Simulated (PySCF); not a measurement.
**VB: from the state search to spectroscopic constants**

The task here is to estimate one member of a computed series from the others.

The runs use PySCF 2.14.0; V def2-TZVPP, B def2-TZVPP, no relativity.

Set-up of the first run:

Settings of the job:

```yaml
atoms: V, B
charge: 0
basis: V def2-TZVPP, B def2-TZVPP
Hamiltonian: no relativity
basis_functions: 95
electrons_treated: 28
masses_in_u: 50.9440, 11.0093
levels: PBE0, PBE, r²SCAN, PBEsol, B2PLYP, TPSSh, M06-2X, ωB97X, HF, MP2, SCS-MP2
grid: 80 radial by 434 angular points
occupations: held fixed by the projection of orbital angular momentum
dissociation_limit: V + B, each in its ground configuration
starting_distance_in_angstrom: 2.045
values_of_2S_to_try: 0, 2, 4, 6
```

Among the steps run: Input; First curve: PBE0; Higher solutions at PBE0; PBE (GGA); r²SCAN (meta-GGA); PBEsol; B2PLYP; TPSSh; M06-2X (hybrid meta-GGA); ωB97X (range-separated hybrid); ROHF.

One table of the session follows, with a row left open; its other results are not shown here.

Energy (eV) from each level's lowest point:

| R (Å) | ROHF | ROHF-MP2 | ROHF-SCS-MP2 | PBE | PBEsol |
| --- | --- | --- | --- | --- | --- |
| 1.723 | 1.082 | 0.200 | 0.432 | 0.844 | 0.783 |
| 1.804 | 0.626 | 0.010 | 0.143 | 0.406 | 0.365 |
| 1.884 | 0.323 | 0.000 | 0.022 | 0.147 | 0.123 |
| 1.944 | 0.172 | 0.058 | 0.000 | 0.043 | 0.032 |
| 2.004 | 0.073 | 0.145 | 0.016 | 0.000 | 0.000 |
| 2.064 | 0.018 | 0.251 | 0.060 | 0.004 | 0.015 |
| 2.144 | 0.000 | 0.412 | 0.152 | 0.065 | 0.089 |
| 2.244 | 0.046 | 0.634 | 0.306 | 0.204 | 0.243 |
| 2.365 | ? | ? | ? | ? | ? |
| 2.525 | 0.418 | 1.311 | 0.866 | 0.761 | 0.832 |

**Question.** Estimate the row for R (Å) = 2.365.

Worked estimate for «ROHF». A straight line through the neighbours (2.244, 0.046) and (2.525, 0.418) gives 0.046 + (0.418 − 0.046) × (2.365 − 2.244) / (2.525 − 2.244) = 0.206; a parabola fitted to 3 rows on both sides gives 0.162.

As computed: ROHF: 0.173; ROHF-MP2: 0.919; ROHF-SCS-MP2: 0.530; PBE: 0.426; PBEsol: 0.479. In «ROHF» the line misses by +0.033 and the parabola by -0.011.

State 3 has its PBE0 minimum 0.67 eV higher. State 4 has its PBE0 minimum 0.69 eV higher. The other levels ran on the lowest alone.

Limits of these values: The state is the lowest single determinant that the PBE0 search found; with open d or f shells the true ground state can be another one.
